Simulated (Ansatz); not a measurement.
# BGeHSi: the cost of one run

Program: Ansatz 0.2.0, Gaussian basis. Level of theory: cc-pVTZ, core rule «outside noble gas», up to 20 orbitals frozen. These are calculated values, not measurements.

To be run: UHF; CCSD(T) on ROHF; CCSD(T) on UHF; BCCD(T) on ROHF; CCSDT(Q) on ROHF; CCSDT(Q) on UHF.

5 further runs of the same task are left out: 1 that didn't finish, 4 set aside as unsound or not needed.

**1. The system**

The geometry is a PBE0/def2-TZVP stationary point (not a proven minimum) of the parent state, kept for this charge and spin. No spin-orbit coupling is included. The filled d shell of Ge may be among the frozen orbitals whatever the setting's name suggests; the logs give the count.

4 atoms, charge 1, spin multiplicity 4.

Atoms are counted from 1 here; the program's logs count them from 0.

Bond lengths: B1–Si2 1.955 Å, B1–Ge3 2.037 Å, Si2–Ge3 2.247 Å, Si2–H4 1.493 Å. Angles: Si2–B1–Ge3 68.5°, B1–Si2–Ge3 57.5°, B1–Si2–H4 125.2°, Ge3–Si2–H4 177.3°, B1–Ge3–Si2 54.0°.

**2. UHF**

Contents of in.yaml:

```yaml
crystal:
  periodic: [false, false, false]
  atoms:
    - {symbol: B, position_ang: [0.000000, -1.455407, 0.585347]}
    - {symbol: Si, position_ang: [0.000000, 0.259390, 1.523825]}
    - {symbol: Ge, position_ang: [0.000000, 0.110375, -0.718019]}
    - {symbol: H, position_ang: [0.000000, 0.428237, 3.007464]}
basis:
  gaussian: {orbitals: cc-pVTZ}
total_charge: 1
magnetization: {spin_polarized: true, initial_magnetization: 3}
hamiltonian: {xc: hf}
output: {orbitals: {seedname: orbitals}}
```

On the command line:

```console
ansatz run in.yaml --threads 1 --pin off --events-out ev --progress --plain --max-ram 4096MiB --backend cpu
```

Q: Estimate wall time and peak memory on 1 thread of AMD EPYC 7R13, shared host.

About 10 s, with a peak of 0.46 GiB.
